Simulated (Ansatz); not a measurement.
# CH3NOSi: taking an electron away

An exercise on one series of results from a longer session: the logs are not shown, and one member is left open.

Computed with Ansatz 0.2.0, Gaussian basis. Level: unrestricted cation, the program's frozen cores in correlated methods.

Plan: UKS PBE-D4/def2-TZVPP; UKS r2SCAN-D4/def2-TZVPP; UKS PBE0-D4/def2-TZVPP; UKS B3LYP-D4/def2-TZVPP; UKS wB97X-V/def2-TZVPP; UKS wB97M-V/def2-TZVPP; UKS B2PLYP/def2-TZVPP; UHF-CCSD(T)/def2-TZVPP; UHF-MP2/def2-QZVPP; extrapolation to the limit; then −ε(HOMO) from the neutral's earlier runs with LDA (SPW92), PBE-D4, revPBE-D4, BLYP-D4, r2SCAN-D4, B97M-V, PBE0-D4, B3LYP-D4, r2SCANh-D4, r2SCAN0-D4, HSE06-D4, BHLYP-D4, CAM-B3LYP-D4, LC-ωPBE, ωB97X-V, ωB97M-V.

### The relaxed structure

An earlier PBE0-D4 in a triple-zeta def2 set relaxation fixed the geometry.

7 atoms, charge 0, spin multiplicity 1.

Atoms are counted from 1 here; the program's logs count them from 0.

Bond lengths: O1–Si2 1.630 Å, O1–H5 0.959 Å, Si2–C3 1.763 Å, Si2–N4 1.764 Å, Si2–H6 1.466 Å, C3–N4 1.292 Å, C3–H7 1.093 Å. Angles: Si2–O1–H5 118.2°, O1–Si2–C3 125.9°, O1–Si2–N4 121.7°, O1–Si2–H6 106.7°, C3–Si2–N4 43.0°, C3–Si2–H6 125.1°, N4–Si2–H6 120.7°, Si2–C3–N4 68.6°, Si2–C3–H7 164.3°, N4–C3–H7 127.0°, Si2–N4–C3 68.4°.

Coordinates:

```
O    -0.95733    1.08963   -1.00472
Si   -0.01121    0.55171    0.20879
C     0.79675   -1.01350    0.27459
N    -0.28743   -1.01186    0.97803
H    -1.31164    0.44707   -1.62231
H     0.35826    1.72469    1.00745
H     1.47391   -1.85573    0.11247
```

Set-up of the first run:

in.yaml

```yaml
crystal:
  periodic: [false, false, false]
  atoms:
    - {symbol: O, position_ang: [-0.957331, 1.089631, -1.004716]}
    - {symbol: Si, position_ang: [-0.011209, 0.551706, 0.208791]}
    - {symbol: C, position_ang: [0.796751, -1.013501, 0.274587]}
    - {symbol: N, position_ang: [-0.287427, -1.011863, 0.978033]}
    - {symbol: H, position_ang: [-1.311645, 0.447071, -1.622313]}
    - {symbol: H, position_ang: [0.358257, 1.724688, 1.007453]}
    - {symbol: H, position_ang: [1.473905, -1.855731, 0.112466]}
basis:
  gaussian: {orbitals: def2-TZVPP}
total_charge: 1
magnetization: {spin_polarized: true, initial_magnetization: 1}
hamiltonian: {xc: pbe, dispersion: d4}
```

On the command line:

```bash
ansatz run in.yaml --threads 2 --pin off --events-out ev --progress --plain --max-ram 4352MiB
```

Among the steps run: Cation, UKS PBE-D4/def2-TZVPP; Cation, UKS r2SCAN-D4/def2-TZVPP; Cation, UKS PBE0-D4/def2-TZVPP; Cation, UKS B3LYP-D4/def2-TZVPP; Cation, UKS wB97X-V/def2-TZVPP; Cation, UKS wB97M-V/def2-TZVPP; Cation, UKS B2PLYP (frozen core)/def2-TZVPP; Cation, UHF-CCSD(T)/def2-TZVPP; Cation, UHF-MP2/def2-QZVPP.

One of the session's tables, all rows but one given; the rest of the session is left out.

For comparison, −ε(HOMO) of the neutral from earlier runs:

| functional | −ε(HOMO) (eV) |
| --- | --- |
| LDA (SPW92) | 5.42 |
| PBE-D4 | 5.28 |
| revPBE-D4 | 5.22 |
| BLYP-D4 | 5.16 |
| r2SCAN-D4 | 5.49 |
| B97M-V | 5.57 |
| PBE0-D4 | 6.55 |
| B3LYP-D4 | 6.34 |
| r2SCANh-D4 | 5.97 |
| r2SCAN0-D4 | 6.70 |
| HSE06-D4 | 6.15 |
| BHLYP-D4 | 7.76 |
| CAM-B3LYP-D4 | 7.92 |
| LC-ωPBE | 9.23 |
| ωB97X-V | ? |
| ωB97M-V | 8.77 |

**Question.** Estimate the row for ωB97X-V.

As computed: −ε(HOMO) (eV): 8.89. In the column «−ε(HOMO) (eV)» it lies between ωB97M-V (8.77) and LC-ωPBE (9.23).
